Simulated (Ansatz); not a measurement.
The system is CsPbI2Br.

```
Pb Cs I Br
1.0
     6.37530    0.00000    0.00000
     0.00000    6.37530    0.00000
     0.00000    0.00000    5.96222
Pb Cs I Br
1 1 2 1
Direct
  0.00000 0.00000 0.00000
  0.50000 0.50000 0.50000
  0.50000 0.00000 0.00000
  0.00000 0.50000 0.00000
  0.00000 0.00000 0.50000
```

The cell comes from a database or a generator and needn't be the stable form of this composition.

- Program: Ansatz 0.2.0
- Task: single point
- Functional: PBE
- Potentials or basis: Ansatz PAW
- Cutoff: 420 eV (not typed: the program's choice for these potentials)
- k mesh: 4 × 4 × 5
- Occupations: fermi-dirac, width 0.05 eV
- Spin: no spin polarisation

On this cell: pressure 0.3 GPa; largest force under 0.003 eV/Å; band gap on the k mesh 1.67 eV, direct.

The same run follows on a disturbed copy (atoms moved at random, drawn with an rms of 0.05 Å):

```xyz
5
Lattice="6.3753 0.0000 0.0000 0.0000 6.3753 0.0000 0.0000 0.0000 5.9622" Properties=species:S:1:pos:R:3 pbc="T T T"
Pb   -0.0644   -0.0243   -0.0298
Cs    3.1284    3.1930    2.9580
I     3.1847    0.0129   -0.0387
I     0.0280    3.2023   -0.0049
Br    0.0176   -0.0382    2.9858
```

Problem. What does the disturbed cell give?

Solution. The energy moves by +0.7 meV/atom; pressure 0.3 GPa; largest force 0.082 eV/Å; band gap on the k mesh 1.68 eV, direct.

Forces on the atoms (eV/Å):
```
Pb   0.062  0.040  0.036
Cs  -0.008  0.005  0.001
I   -0.056  0.007  0.007
I    0.000 -0.060  0.005
Br   0.002  0.008 -0.050
```

Stress tensor (GPa, compression positive):
```
0.44 0.00 0.00
0.00 0.40 0.00
0.00 0.00 0.16
```

Caveats: odd divisions of the mesh miss points on the zone boundary, where band edges often lie, so the gap on the mesh can be too wide; spin-orbit coupling is left out, which as a rule narrows the gap of such compounds by several tenths of an eV.

A k mesh can miss the band edges.
